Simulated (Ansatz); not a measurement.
# CH5FNOTa: one species, many methods

An exercise on one series of results from a longer session: the logs are not shown, and one member is left open.

Program: Ansatz 0.2.0, Gaussian basis. Level of theory: functionals in def2-TZVPP, the program's frozen cores in correlated methods. These are calculated values, not measurements.

The runs, in order: LDA (SPW92), PBE-D4, revPBE-D4, BLYP-D4, r2SCAN-D4, B97M-V, PBE0-D4, B3LYP-D4, r2SCANh-D4, r2SCAN0-D4, HSE06-D4, BHLYP-D4, CAM-B3LYP-D4, LC-ωPBE, ωB97X-V, ωB97M-V, B2PLYP, PBE-QIDH; CCSD(T)/def2-SVP; CCSD(T)/def2-TZVPP; MP2/def2-QZVPP; extrapolation to the limit; RPA on PBE.

## The relaxed structure

All runs share one geometry, relaxed beforehand with PBE0-D4 in a triple-zeta def2 set. Ta takes the def2 core potential; no spin-orbit term is included.

SMILES `[CH3][Ta]([NH2])(=[O])[F]`, 10 atoms, charge 0, spin multiplicity 1.

Atoms are counted from 1 here; the program's logs count them from 0.

Bond lengths: C1–Ta2 2.160 Å, C1–H6 1.096 Å, C1–H7 1.093 Å, C1–H8 1.095 Å, Ta2–N3 1.967 Å, Ta2–O4 1.715 Å, Ta2–F5 1.891 Å, N3–H9 1.009 Å, N3–H10 1.011 Å. Angles: Ta2–C1–H6 109.3°, Ta2–C1–H7 111.5°, Ta2–C1–H8 111.8°, H6–C1–H7 107.5°, H6–C1–H8 108.2°, H7–C1–H8 108.4°, C1–Ta2–N3 106.8°, C1–Ta2–O4 104.9°, C1–Ta2–F5 108.3°, N3–Ta2–O4 106.4°, N3–Ta2–F5 116.1°, O4–Ta2–F5 113.6°, Ta2–N3–H9 125.0°, Ta2–N3–H10 124.7°, H9–N3–H10 110.2°.

Coordinates:

```xyz
10
CH5FNOTa
C    -1.08598   -0.03780    1.13224
Ta    0.20310    0.66916   -0.44968
N     1.29184   -0.86568   -1.02278
O     1.27758    1.76714    0.31317
F    -0.87636    1.46674   -1.78191
H    -1.69446    0.79486    1.50342
H    -0.50870   -0.42473    1.97571
H    -1.76132   -0.82661    0.78452
H     2.28221   -0.96663   -0.85621
H     0.95529   -1.62756   -1.59560
```

Set-up of the first run:

in.yaml reads:

```yaml
crystal:
  periodic: [false, false, false]
  atoms:
    - {symbol: C, position_ang: [-1.085984, -0.037802, 1.132244]}
    - {symbol: Ta, position_ang: [0.203103, 0.669164, -0.449680]}
    - {symbol: N, position_ang: [1.291845, -0.865684, -1.022781]}
    - {symbol: O, position_ang: [1.277581, 1.767141, 0.313173]}
    - {symbol: F, position_ang: [-0.876362, 1.466741, -1.781905]}
    - {symbol: H, position_ang: [-1.694455, 0.794862, 1.503422]}
    - {symbol: H, position_ang: [-0.508703, -0.424728, 1.975713]}
    - {symbol: H, position_ang: [-1.761318, -0.826605, 0.784519]}
    - {symbol: H, position_ang: [2.282206, -0.966628, -0.856206]}
    - {symbol: H, position_ang: [0.955286, -1.627562, -1.595600]}
basis:
  gaussian: {orbitals: def2-TZVPP}
hamiltonian: {xc: lda}
output: {orbitals: {seedname: orbitals}}
```

Among the steps run: LDA; PBE-D4 (GGA); revPBE-D4 (GGA); BLYP-D4 (GGA); r2SCAN-D4 (meta-GGA); B97M-V (meta-GGA); PBE0-D4 (hybrid); B3LYP-D4 (hybrid); r2SCANh-D4 (hybrid); r2SCAN0-D4 (hybrid); HSE06-D4 (hybrid); BHLYP-D4 (hybrid); CAM-B3LYP-D4 (range-separated); LC-ωPBE-D4 (range-separated; the results give it without D4); ωB97X-V (range-separated); ωB97M-V (range-separated); B2PLYP (double hybrid); PBE-QIDH (double hybrid).

One table of the session follows, with a row left open; its other results are not shown here.

It belongs to the step «Orbital energies across the functionals». 

```
  functional  HOMO (eV)  gap (eV)
 LDA (SPW92)      -7.11      4.90
      PBE-D4      -6.91      4.97
   revPBE-D4      -6.83      4.99
     BLYP-D4      -6.79      4.93
   r2SCAN-D4      -7.21      5.46
      B97M-V      -7.27      5.55
     PBE0-D4      -8.32      7.27
    B3LYP-D4      -8.08      6.77
  r2SCANh-D4      -7.73      6.32
  r2SCAN0-D4      -8.53      7.60
    HSE06-D4          ?         ?
    BHLYP-D4      -9.63      9.57
CAM-B3LYP-D4      -9.77      9.82
     LC-ωPBE     -11.18     12.51
     ωB97X-V     -10.79     11.98
     ωB97M-V     -10.68     11.58
```

Estimate the missing values for HSE06-D4.

The run gave: HOMO (eV): -7.91; gap (eV): 6.48. In the column «HOMO (eV)» it lies between B3LYP-D4 (-8.08) and r2SCANh-D4 (-7.73).
